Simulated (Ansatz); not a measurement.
**CH5AlFNS: a ladder of functionals and wavefunction methods**

Aim: compute CH5AlFNS with functionals from several rungs and with coupled cluster, and see how far each lands from CCSD(T) at the basis-set limit for the atomisation energy.

Computed with Ansatz 0.2.0, Gaussian basis. Level: functionals in def2-TZVPP, the program's frozen cores in correlated methods.

Plan: PBE-D4, r2SCAN-D4, PBE0-D4, B3LYP-D4, ωB97X-V, ωB97M-V, B2PLYP; CCSD(T)/def2-TZVPP; MP2/def2-QZVPP; extrapolation to the limit.

## Step 1: The geometry

An earlier PBE0-D4 in a triple-zeta def2 set relaxation fixed the geometry.

SMILES `FC[NH][AlH][SH]`, 10 atoms, charge 0, spin multiplicity 1.

Atoms are counted from 1 here; the program's logs count them from 0.

Bond lengths: F1–C2 1.400 Å, C2–N3 1.407 Å, C2–H6 1.094 Å, C2–H7 1.094 Å, N3–Al4 1.779 Å, N3–H8 1.010 Å, Al4–S5 2.182 Å, Al4–H9 1.575 Å, S5–H10 1.344 Å. Angles: F1–C2–N3 112.0°, F1–C2–H6 105.6°, F1–C2–H7 106.2°, N3–C2–H6 112.4°, N3–C2–H7 110.6°, H6–C2–H7 109.8°, C2–N3–Al4 125.3°, C2–N3–H8 112.6°, Al4–N3–H8 121.5°, N3–Al4–S5 117.0°, N3–Al4–H9 119.5°, S5–Al4–H9 123.5°, Al4–S5–H10 92.3°.

## Step 2: PBE-D4 (GGA)

Input file in.yaml:

```yaml
crystal:
  periodic: [false, false, false]
  atoms:
    - {symbol: F, position_ang: [-0.976025, -2.188128, 0.840906]}
    - {symbol: C, position_ang: [0.246488, -1.630843, 0.447780]}
    - {symbol: N, position_ang: [0.073209, -0.559990, -0.449016]}
    - {symbol: Al, position_ang: [-0.028294, 1.156707, 0.007844]}
    - {symbol: S, position_ang: [-0.535874, 2.572373, -1.572505]}
    - {symbol: H, position_ang: [0.817420, -2.454336, 0.008545]}
    - {symbol: H, position_ang: [0.734602, -1.288923, 1.364848]}
    - {symbol: H, position_ang: [-0.142332, -0.870039, -1.385418]}
    - {symbol: H, position_ang: [0.303344, 1.587340, 1.485834]}
    - {symbol: H, position_ang: [-0.409336, 3.624639, -0.746016]}
basis:
  gaussian: {orbitals: def2-TZVPP}
hamiltonian: {xc: pbe, dispersion: d4}
output: {forces: true, orbitals: {seedname: orbitals}}
```

Started as:

```bash
> ansatz run in.yaml --threads 4 --pin off --events-out ev --progress --plain --max-ram 10444MiB
```

The runs that follow: r2SCAN-D4 (meta-GGA); PBE0-D4 (hybrid); B3LYP-D4 (hybrid); ωB97X-V (range-separated); ωB97M-V (range-separated); B2PLYP (double hybrid); CCSD(T) in def2-TZVPP; MP2 in def2-QZVPP.

Q: Predict the results of all the runs planned. Wanted: atomisation energy, CCSD(T)/CBS; farthest; mean size of error, hybrid; mean size of error, range-separated; gap, smallest and largest; T1 diagnostic; triples share of the correlation energy.

The runs gave:

```
                               quantity                                  value
        atomisation energy, CCSD(T)/CBS                          3430.6 kJ/mol
 functionals within 17.2 kJ/mol (0.5 %)  r2SCAN-D4, PBE0-D4, B3LYP-D4, ωB97M-V
                               farthest                  PBE-D4 (+63.2 kJ/mol)
             mean size of error, hybrid                             9.7 kJ/mol
    mean size of error, range-separated                            17.5 kJ/mol
              gap, smallest and largest   4.96 eV (PBE-D4), 11.23 eV (ωB97X-V)
                          T1 diagnostic                                 0.0117
triples share of the correlation energy                                  3.6 %
```

In words: PBE-D4 is off by +63.2 kJ/mol. Double hybrids carry the basis error of their MP2 part in triple zeta, and no dispersion term here, so their miss is partly the set-up's. Misses under about 17.2 kJ/mol are within the doubt on the reference itself, which lacks core-valence correlation, relativity and higher excitations. Hartree-Fock recovers 70 % of the binding; the rest is correlation. Orbital gaps span 5.0 to 11.2 eV; exact exchange widens them.
